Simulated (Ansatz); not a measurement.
Lu2C, space group R-3m, an equation of state with a fit

Computed with the Ansatz DFT code, driven from Python.

The cells in order, each with its output:

**Cell 1**
```python
import ansatz as az
import numpy as np
from pymatgen.analysis.eos import EOS
```

**Cell 2**
```python
vectors0 = np.array([
    [1.747253, 1.008777, 5.837681],
    [-1.747253, 1.008777, 5.837681],
    [0.0, -2.017554, 5.837681],
])
sites = [
    ("Lu", (0.240827, 0.240827, 0.240827)),
    ("Lu", (0.759173, 0.759173, 0.759173)),
    ("C", (0.5, 0.5, 0.5)),
]
```

**Cell 3**
```python
def on_lattice(cell):
    crystal = az.Crystal(lattice=az.Lattice.of(cell))
    for symbol, position in sites:
        crystal = crystal.atom(symbol, position)
    return crystal
```

**Cell 4**
```python
# uniform scaling of the cell
volumes, energies, pressures = [], [], []
for scale in np.linspace(0.9, 1.1, 9):
    cell = vectors0 * scale ** (1 / 3)
    model = (
        on_lattice(cell).calculation()
        .functional("PBEsol")
        .occupations(az.OccupationsMethod.GAUSSIAN, width=50 * az.meV)  # the run then minimises F = E - TS
        .basis(470)  # plane waves up to this kinetic energy
        .kpoints(10, 10, 10)  # the mesh must be finer for metals
        .stress()
    )
    data = model.run(threads=1, pin="off").report
    volumes.append(abs(np.linalg.det(cell)) / len(sites))
    energies.append(data["free_energy_ev"] / len(sites))
    pressures.append(np.trace(data["stress_gpa"]) / 3)
    print(f"V = {volumes[-1]:8.4f} A^3/atom  F = {energies[-1]:.5f} eV/atom  P = {pressures[-1]:8.3f} GPa")

for form in ["vinet", "pourier_tarantola", "birch_murnaghan"]:
    fit = EOS(eos_name=form).fit(volumes, energies)
    print(f"{form:18s} V0 {fit.v0:8.4f} A^3/atom  B0 {fit.b0_GPa:7.1f} GPa  B1 {fit.b1:5.2f}")
```
Output:
```text
V =  18.5210 A^3/atom  F = -9823.55497 eV/atom  P =    8.798 GPa
V =  19.0354 A^3/atom  F = -9823.57775 eV/atom  P =    5.452 GPa
V =  19.5499 A^3/atom  F = -9823.59038 eV/atom  P =    2.473 GPa
V =  20.0644 A^3/atom  F = -9823.59398 eV/atom  P =   -0.179 GPa
V =  20.5789 A^3/atom  F = -9823.58954 eV/atom  P =   -2.541 GPa
V =  21.0933 A^3/atom  F = -9823.57795 eV/atom  P =   -4.632 GPa
V =  21.6078 A^3/atom  F = -9823.56004 eV/atom  P =   -6.487 GPa
V =  22.1223 A^3/atom  F = -9823.53652 eV/atom  P =   -8.136 GPa
V =  22.6367 A^3/atom  F = -9823.50799 eV/atom  P =   -9.604 GPa
vinet              V0  20.0271 A^3/atom  B0    98.0 GPa  B1  3.60
pourier_tarantola  V0  20.0273 A^3/atom  B0    98.1 GPa  B1  3.58
birch_murnaghan    V0  20.0268 A^3/atom  B0    98.0 GPa  B1  3.62
```

A third-order Birch-Murnaghan fit through the 9 points has its minimum at 20.03 Å³ an atom, 2.7 % below the typed cell, with a bulk modulus of 98 GPa and dB/dP = 3.6. From that minimum the energy rises by 39.0 meV an atom on the compressed side and 86.0 meV on the expanded side.

Notes:
- Absolute energies stand on the zero of these potentials, so only differences at equal settings mean something.
- Shape and fractional positions are held along the curve, so the bulk modulus is an upper value where they are free to relax.
- For a metal this k-point mesh is coarse: on a finer one energies can move by several to tens of meV an atom and pressures by half a GPa or more, differences at one mesh by less.
- Pressure is positive in compression.
- The structure comes from a database of computed cells and needn't be a stable or known phase.
- Timing: 2.6 min on 1 thread of Arm Neoverse V2 (shared host), peak memory 0.64 GiB.
